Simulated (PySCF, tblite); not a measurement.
**C6H6P2Si: geometry, infrared bands and NMR shifts**

What infrared bands and NMR shifts should C6H6P2Si (`C#Cc1pcc([SiH3])cp1`) show?

The runs use tblite 0.8.0 and PySCF 2.14.0, with density-fitted response routines of our own; the level of theory stands in each step. All values are computed, except where a source is named. Atoms are numbered from 0 throughout.

## Step 1: The starting structure

15 atoms, charge 0, multiplicity 1; geometry from: force field or distance geometry start.

Bonds of the start (Å): C0–C1 1.22, C1–C2 1.41, C2–P3 1.84, P3–C4 1.84, C4–C5 1.41, C5–Si6 1.91, C5–C7 1.43, C7–P8 1.83, P8–C2 1.82, C0–H9 1.05, C4–H10 1.10, Si6–H11 1.49, Si6–H12 1.48, Si6–H13 1.48, C7–H14 1.09.

## Step 2: Optimising the geometry with GFN2-xTB

The job: settings as JSON, then the geometry in Å.

```
{"job": {"kind": "relax", "xc": "GFN2-xTB", "basis": "xTB"}, "charge": 0, "multiplicity": 1}
C      4.416400    -0.301700    -0.230900
C      3.263600     0.042700    -0.060700
C      1.926900     0.430800     0.163200
P      1.146600     1.559200    -1.055700
C     -0.541600     0.826900    -1.004300
C     -1.111600     0.112200     0.070500
Si    -2.920000    -0.465900    -0.162400
C     -0.486900    -0.235700     1.305700
P      1.211000     0.224200     1.819100
H      5.414600    -0.595700    -0.383000
H     -1.135400     1.047500    -1.899500
H     -3.589100    -0.537100     1.169300
H     -2.918000    -1.814400    -0.771200
H     -3.626400     0.487700    -1.047000
H     -1.054600    -0.772700     2.064900
```

Started as:

```bash
OMP_NUM_THREADS=1 python probes_run.py task.json out
```

One launch serves the whole session: the jobs run in the order shown.

**Question.** This job is followed by: GFN2-xTB harmonic vibrations, gas phase; GIAO PBE0/pcSseg-1 NMR shielding, non-relativistic, gas phase. What will the session give for the following? strongest single infrared mode (GFN2-xTB); zero-point energy (GFN2-xTB); 13C shifts against TMS (PBE0/pcSseg-1, means over atoms taken as alike); 1H shifts against TMS (PBE0/pcSseg-1, means over atoms taken as alike); 31P shifts against H3PO4 (PBE0/pcSseg-1, means over atoms taken as alike); 29Si shifts against TMS (PBE0/pcSseg-1).

The runs gave:

| quantity | value |
| --- | --- |
| strongest single infrared mode (GFN2-xTB) | 2271 cm⁻¹, 344 km/mol |
| zero-point energy (GFN2-xTB) | 55.3 kcal/mol |
| 13C shifts against TMS (PBE0/pcSseg-1, means over atoms taken as alike) | 194.4, 169.6, 139.3, 113.1, 90.8 ppm |
| 1H shifts against TMS (PBE0/pcSseg-1, means over atoms taken as alike) | 9.60, 4.85, 4.67 ppm |
| 31P shifts against H3PO4 (PBE0/pcSseg-1, means over atoms taken as alike) | 290.3 ppm |
| 29Si shifts against TMS (PBE0/pcSseg-1) | -58.3 ppm |

In words: Over 69 steps the energy fell by 1.214 eV; of the close pairs, P3–C4 changed most, 1.841 to 1.732 Å. The lowest mode is imaginary (32i cm⁻¹), so the xTB geometry is not a minimum. GFN2-xTB is a fitted tight-binding method: band positions and strengths are rough. Its intensities can rank the bands wrongly. At PBE0/pcSseg-1: The widest tensor belongs to P3, P8: span 848 ppm, with a paramagnetic part of -939 ppm. NICS(1)zz of -22 ppm above the planar ring from C2 marks a diatropic (aromatic) ring current.
